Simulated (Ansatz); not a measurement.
# C₃H₁₁AlO: up Jacob's ladder to CCSD(T)

How much do the methods differ for C₃H₁₁AlO? The plan is to run it at one geometry with functionals of several rungs and with coupled cluster. The yardstick is the atomisation energy at the CCSD(T) limit.

Program: Ansatz 0.2.0, Gaussian basis. Level of theory: functionals in def2-TZVPP, the program's frozen cores in correlated methods. These are calculated values, not measurements.

Levels to be run: LDA (SPW92), PBE-D4, revPBE-D4, BLYP-D4, r2SCAN-D4, B97M-V, PBE0-D4, B3LYP-D4, r2SCANh-D4, r2SCAN0-D4, HSE06-D4, BHLYP-D4, CAM-B3LYP-D4, LC-ωPBE, ωB97X-V, ωB97M-V, B2PLYP, PBE-QIDH; CCSD(T)/def2-SVP; CCSD(T)/def2-TZVPP; MP2/def2-QZVPP; extrapolation to the limit; RPA on PBE.

### 1 The relaxed structure

An earlier PBE0-D4 in a triple-zeta def2 set relaxation fixed the geometry.

SMILES `C[OH+][AlH-]([CH3])[CH3]`, 16 atoms, charge 0, spin multiplicity 1.

Atoms are counted from 1 here; the program's logs count them from 0.

Bond lengths: C1–O2 1.432 Å, C1–H6 1.091 Å, C1–H7 1.088 Å, C1–H8 1.090 Å, O2–Al3 2.006 Å, O2–H9 0.962 Å, Al3–C4 1.972 Å, Al3–C5 1.976 Å, Al3–H10 1.607 Å, C4–H11 1.097 Å, C4–H12 1.096 Å, C4–H13 1.095 Å, C5–H14 1.096 Å, C5–H15 1.096 Å, C5–H16 1.096 Å. Angles: O2–C1–H6 110.8°, O2–C1–H7 106.0°, O2–C1–H8 109.7°, H6–C1–H7 109.6°, H6–C1–H8 110.8°, H7–C1–H8 109.7°, C1–O2–Al3 119.9°, C1–O2–H9 111.0°, Al3–O2–H9 113.7°, O2–Al3–C4 98.0°, O2–Al3–C5 101.6°, O2–Al3–H10 96.8°, C4–Al3–C5 117.5°, C4–Al3–H10 119.5°, C5–Al3–H10 116.2°, Al3–C4–H11 113.0°, Al3–C4–H12 110.6°, Al3–C4–H13 112.7° and more.

### 2 LDA

This LDA is Slater exchange with PW92 correlation.

The input, in.yaml:

```yaml
crystal:
  periodic: [false, false, false]
  atoms:
    - {symbol: C, position_ang: [0.014908, 2.270348, 0.313208]}
    - {symbol: O, position_ang: [0.033210, 1.165991, -0.597773]}
    - {symbol: Al, position_ang: [0.624986, -0.642862, 0.034844]}
    - {symbol: C, position_ang: [0.346839, -1.626961, -1.651286]}
    - {symbol: C, position_ang: [-0.645434, -0.981682, 1.510000]}
    - {symbol: H, position_ang: [-0.816828, 2.181929, 1.014033]}
    - {symbol: H, position_ang: [0.956786, 2.227415, 0.856497]}
    - {symbol: H, position_ang: [-0.046691, 3.205745, -0.243848]}
    - {symbol: H, position_ang: [-0.767145, 1.146783, -1.131451]}
    - {symbol: H, position_ang: [2.112530, -0.215180, 0.465162]}
    - {symbol: H, position_ang: [-0.700197, -1.630509, -1.977571]}
    - {symbol: H, position_ang: [0.628590, -2.679315, -1.533567]}
    - {symbol: H, position_ang: [0.949696, -1.232505, -2.475584]}
    - {symbol: H, position_ang: [-0.548215, -0.270074, 2.337282]}
    - {symbol: H, position_ang: [-0.473885, -1.974848, 1.940997]}
    - {symbol: H, position_ang: [-1.692050, -0.967077, 1.183457]}
basis:
  gaussian: {orbitals: def2-TZVPP}
hamiltonian: {xc: lda}
output: {orbitals: {seedname: orbitals}}
```

Command:

```
> ansatz run in.yaml --threads 4 --pin off --events-out ev --progress --plain --max-ram 11315MiB
```

The runs that follow: PBE-D4 (GGA); revPBE-D4 (GGA); BLYP-D4 (GGA); r2SCAN-D4 (meta-GGA); B97M-V (meta-GGA); PBE0-D4 (hybrid); B3LYP-D4 (hybrid); r2SCANh-D4 (hybrid); r2SCAN0-D4 (hybrid); HSE06-D4 (hybrid); BHLYP-D4 (hybrid); CAM-B3LYP-D4 (range-separated); LC-ωPBE (range-separated); ωB97X-V (range-separated); ωB97M-V (range-separated); B2PLYP (double hybrid); PBE-QIDH (double hybrid); CCSD(T) in def2-SVP; CCSD(T) in def2-TZVPP; MP2 in def2-QZVPP; RPA on PBE orbitals.

Q: Predict the results of all the runs planned. Wanted: atomisation energy, CCSD(T)/CBS; farthest beyond LDA; mean size of error, GGA; mean size of error, meta-GGA; mean size of error, hybrid; mean size of error, range-separated; mean size of error, double hybrid; gap, smallest and largest; T1 diagnostic.

**Answer**, as computed:

```
                               quantity                                                                              value
        atomisation energy, CCSD(T)/CBS                                                                    1360.2 kcal/mol
functionals within 6.8 kcal/mol (0.5 %)  r2SCAN-D4, B97M-V, B3LYP-D4, r2SCANh-D4, HSE06-D4, CAM-B3LYP-D4, ωB97X-V, ωB97M-V
                    farthest beyond LDA                                                          BHLYP-D4 (-31.1 kcal/mol)
                mean size of error, GGA                                                                      13.0 kcal/mol
           mean size of error, meta-GGA                                                                       1.3 kcal/mol
             mean size of error, hybrid                                                                      11.1 kcal/mol
    mean size of error, range-separated                                                                       4.1 kcal/mol
      mean size of error, double hybrid                                                                      15.2 kcal/mol
              gap, smallest and largest                                              4.57 eV (BLYP-D4), 11.80 eV (LC-ωPBE)
                          T1 diagnostic                                                                             0.0093
triples share of the correlation energy                                                                              3.4 %
```

**Reading.** The LDA atomisation energy is off by 165.1 kcal/mol (12 %): it overbinds. PBE-D4 misses by +7.3 kcal/mol. Double hybrids carry the basis error of their MP2 part in triple zeta, and no dispersion term here, so their miss is partly the set-up's. The rungs meta-GGA, range-separated miss on average by less than the doubt on the reference (6.8 kcal/mol), so they tie. Misses under about 6.8 kcal/mol are within the doubt on the reference itself, which lacks core-valence correlation, relativity and higher excitations. Hartree-Fock recovers 75 % of the binding; the rest is correlation. CCSD(T) in def2-SVP is off by -62.3 kcal/mol, which most functionals beat. The gap grows from 4.6 to 11.8 eV across the functionals, mostly with the share of exact exchange.
